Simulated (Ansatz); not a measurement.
# TlBi: how the settings move a single-point run

How sensitive is a single-point run of TlBi to its settings? A reference run comes first, then six runs with altered input. The cell is built on a prototype (NiAs type) and needn't be the phase found in nature.

Computed with Ansatz 0.2.0 (reference: DFT, PBEsol, plane waves, PAW, unless a step's input says otherwise).

### Step 1. Starting point

The structure is hexagonal, space group P6_3/mmc (No. 194). Conventional cell: a = 4.176 Å, b = 4.176 Å, c = 8.585 Å, α = 90.00°, β = 90.00°, γ = 120.00°. Tl (site symmetry -3m) has 6 Bi at 3.23 Å as nearest neighbours. Around Bi (site symmetry -6m2) lie 6 Tl at 3.23 Å.

Coordinates:

```
CELL_PARAMETERS angstrom
4.17565 0.00000 0.00000
-2.08783 3.61622 0.00000
0.00000 0.00000 8.58523
ATOMIC_POSITIONS crystal
Tl 0.00000 0.00000 0.00000
Tl 0.00000 0.00000 0.50000
Bi 0.33333 0.66667 0.25000
Bi 0.66667 0.33333 0.75000
```

### Step 2. The reference run

File input.yaml:

```yaml
crystal:
  lattice:
    - [4.1756547681, 0.0, 0.0]
    - [-2.087827384, 3.6162231066, 0.0]
    - [0.0, 0.0, 8.5852252948]
  atoms:
    - { symbol: Tl, position: [0.0, 0.0, 0.0] }
    - { symbol: Tl, position: [0.0, 0.0, 0.5] }
    - { symbol: Bi, position: [0.3333333333, 0.6666666667, 0.25] }
    - { symbol: Bi, position: [0.6666666667, 0.3333333333, 0.75] }
kpoints:
  mp_grid: { grid: [6, 6, 2] }
hamiltonian:
  xc: pbesol
scf:
  occupations: { method: fermi_dirac, width: 0.02 }
  n_extra_bands: 5
output:
  forces: true
  stress: true
  eigenvalues: true
```

Command:

```
> ansatz run input.yaml --threads 4 --pin off --max-ram 3686MiB --backend cpu --events-out ev --progress --plain --runs-dir out
```

### Step 3. Changing settings: preconditioner resta

Edit input.yaml of step 2 so:

```diff
@@ -17,2 +17,3 @@
   n_extra_bands: 5
+  mixing: { preconditioner: resta }
 output:
```

### Step 4. Changed: dispersion d3bj

Edit input.yaml of step 2 so:

```diff
@@ -14,2 +14,3 @@
   xc: pbesol
+  dispersion: d3bj
 scf:
```

### Step 5. Changed: ecutwfc 750

Edit input.yaml of step 2 so:

```diff
@@ -21 +21,3 @@
   eigenvalues: true
+basis:
+  ecutwfc: 750
```

### Step 6. Variant: ecutrho_ratio 8

Edit input.yaml of step 2 so:

```diff
@@ -17,2 +17,3 @@
   n_extra_bands: 5
+  max_iter: 56
 output:
@@ -21 +22,3 @@
   eigenvalues: true
+basis:
+  ecutrho_ratio: 8
```

### Step 7. A further run, with the input changed

Edit input.yaml of step 2 so:

```diff
@@ -17,2 +17,3 @@
   n_extra_bands: 5
+  max_iter: 66
 output:
@@ -21 +22,4 @@
   eigenvalues: true
+magnetization:
+  spin_polarized: true
+  initial_magnetization: 2.0
```

### Step 9. Changing settings: dr2_threshold 1.0e-12

Edit input.yaml of step 2 so:

```diff
@@ -17,2 +17,4 @@
   n_extra_bands: 5
+  convergence: { dr2_threshold: 1.0e-12 }
+  max_iter: 51
 output:
```

(Steps that only read results are left out.)

What does the calculation give? Wanted: for each run, ending; energy change; pressure; gap; force.

The runs gave:

| run | ending | energy change | pressure (GPa) | gap (eV) | force (eV/Å) | cycles | time |
| --- | --- | --- | --- | --- | --- | --- | --- |
| reference | converged | 0 | -1.5 | 0.00 | 0.00 | 6 | 1.8 s |
| 1: preconditioner resta | converged | 0.0 meV/atom | -1.5 | 0.00 | 0.00 | 6 | 1.8 s |
| 2: dispersion d3bj | converged | -416.1 meV/atom (offset of the dispersion model) | -3.6 | 0.00 | 0.00 | 6 | 1.8 s |
| 3: ecutwfc 750 | converged | -1.3 meV/atom | -1.5 | 0.00 | 0.00 | 6 | 3.4 s |
| 4: ecutrho_ratio 8 | converged | 0.0 meV/atom | -1.5 | 0.00 | 0.00 | 6 | 1.9 s |
| 5: spin_polarized true, initial_magnetization 2.0 | converged | 0.0 meV/atom | -1.5 | 0.00 | 0.00 | 17 | 6.2 s |
| 6: dr2_threshold 1.0e-12 | converged | 0.0 meV/atom | -1.5 | 0.00 | 0.00 | 9 | 2.1 s |

Residual by cycle in the longest SCF loop of each run; runs are numbered as in the table. The quantity is the density residual dr2, in eV.

```
cycle  reference    run 1    run 2    run 3    run 4    run 5    run 6
    1    0.00598  0.00598  0.00598  0.00629  0.00598    0.253  0.00598
    2     9.1e-4   8.6e-4   9.1e-4   8.6e-4   9.1e-4    0.146   9.1e-4
    4     6.9e-6   7.0e-6   6.9e-6   5.0e-6   6.9e-6  0.00563   6.9e-6
    5     1.5e-7   1.4e-7   1.5e-7   1.8e-7   1.5e-7  0.00144   1.5e-7
    7          -        -        -        -        -   2.9e-5  1.6e-10
    8          -        -        -        -        -   3.8e-5  4.0e-12
   10          -        -        -        -        -   1.7e-4        -
   11          -        -        -        -        -   2.9e-5        -
   13          -        -        -        -        -   4.1e-7        -
   14          -        -        -        -        -   5.5e-8        -
   16          -        -        -        -        -   1.3e-9        -
   17          -        -        -        -        -  2.7e-11        -
```

Of the converged runs whose energies compare with the reference's, «ecutwfc 750» moves the energy most (-1.3 meV/atom). Of the variants the dearest is «spin_polarized true, initial_magnetization 2.0» (6.2 s), the cheapest «dispersion d3bj» (1.8 s), on a shared host.
